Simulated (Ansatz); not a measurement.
**KHS: up Jacob's ladder to CCSD(T)**

How much do the methods differ for KHS? The plan is to run it at one geometry with functionals of several rungs and with coupled cluster. The yardstick is the atomisation energy at the CCSD(T) limit.

Computed with Ansatz 0.2.0, Gaussian basis. Level: functionals in def2-TZVPP, the program's frozen cores in correlated methods.

The runs, in order: LDA (SPW92), PBE-D4, revPBE-D4, BLYP-D4, r2SCAN-D4, B97M-V, PBE0-D4, B3LYP-D4, r2SCANh-D4, r2SCAN0-D4, HSE06-D4, BHLYP-D4, CAM-B3LYP-D4, LC-ωPBE, ωB97X-V, ωB97M-V, B2PLYP, PBE-QIDH; CCSD(T)/def2-SVP; CCSD(T)/def2-TZVPP; CCSD(T)/def2-QZVPP; extrapolation to the limit; RPA on PBE.

**1. The geometry**

The geometry comes from an earlier relaxation with PBE0-D4 in a triple-zeta def2 set; it is a stationary point.

SMILES `[SH][K]`, 3 atoms, charge 0, spin multiplicity 1.

Atoms are counted from 1 here; the program's logs count them from 0.

Bond lengths: S1–K2 2.825 Å, S1–H3 1.344 Å. Angles: K2–S1–H3 96.0°.

**2. LDA**

This LDA is Slater exchange with PW92 correlation.

Input file in.yaml:

```yaml
crystal:
  periodic: [false, false, false]
  atoms:
    - {symbol: S, position_ang: [-0.625381, -0.683165, -0.424115]}
    - {symbol: K, position_ang: [1.728007, 0.054686, 0.954426]}
    - {symbol: H, position_ang: [-1.113626, 0.563677, -0.543611]}
basis:
  gaussian: {orbitals: def2-TZVPP}
hamiltonian: {xc: lda}
output: {orbitals: {seedname: orbitals}}
```

Launch:

```console
> ansatz run in.yaml --threads 2 --pin off --events-out ev --progress --plain --max-ram 32768MiB --backend cpu
```

The runs that follow: PBE-D4 (GGA); revPBE-D4 (GGA); BLYP-D4 (GGA); r2SCAN-D4 (meta-GGA); B97M-V (meta-GGA); PBE0-D4 (hybrid); B3LYP-D4 (hybrid); r2SCANh-D4 (hybrid); r2SCAN0-D4 (hybrid); HSE06-D4 (hybrid); BHLYP-D4 (hybrid); CAM-B3LYP-D4 (range-separated); LC-ωPBE (range-separated); ωB97X-V (range-separated); ωB97M-V (range-separated); B2PLYP (double hybrid); PBE-QIDH (double hybrid); CCSD(T) in def2-SVP; CCSD(T) in def2-TZVPP; CCSD(T) in def2-QZVPP; RPA on PBE orbitals.

Before running them: what should the planned runs give, taken together? Wanted: atomisation energy, CCSD(T)/CBS; farthest beyond LDA; mean size of error, GGA; mean size of error, meta-GGA; mean size of error, hybrid; mean size of error, range-separated; mean size of error, double hybrid; gap, smallest and largest; T1 diagnostic.

As calculated:

```
                               quantity                                 value
        atomisation energy, CCSD(T)/CBS                          661.2 kJ/mol
  functionals within 6.6 kJ/mol (1.0 %)                      ωB97X-V, ωB97M-V
                    farthest beyond LDA               BHLYP-D4 (-40.8 kJ/mol)
                mean size of error, GGA                           22.2 kJ/mol
           mean size of error, meta-GGA                            9.3 kJ/mol
             mean size of error, hybrid                           24.7 kJ/mol
    mean size of error, range-separated                           11.6 kJ/mol
      mean size of error, double hybrid                           30.8 kJ/mol
              gap, smallest and largest  1.63 eV (BLYP-D4), 7.02 eV (LC-ωPBE)
                          T1 diagnostic                                0.0087
triples share of the correlation energy                                 2.9 %
```

The LDA atomisation energy is off by 66.1 kJ/mol (10 %): it overbinds. PBE-D4 misses by -13.9 kJ/mol. Double hybrids carry the basis error of their MP2 part in triple zeta, and no dispersion term here, so their miss is partly the set-up's. By mean error the best rung here is meta-GGA (9.3 kJ/mol) and the worst beyond LDA is double hybrid (30.8 kJ/mol). The gap between the best rungs is small, so their order is not settled. Misses under about 6.6 kJ/mol are within the doubt on the reference itself, which lacks core-valence correlation, relativity and higher excitations, and its outer-core shells are covered unevenly. Hartree-Fock recovers 64 % of the binding; the rest is correlation. CCSD(T) in def2-SVP is off by -105.3 kJ/mol, more than most functionals: a good method in a small basis is no reference. The gap grows from 1.6 to 7.0 eV across the functionals, mostly with the share of exact exchange. Correlated methods include outer-core shells of K, which these sets cover unevenly.
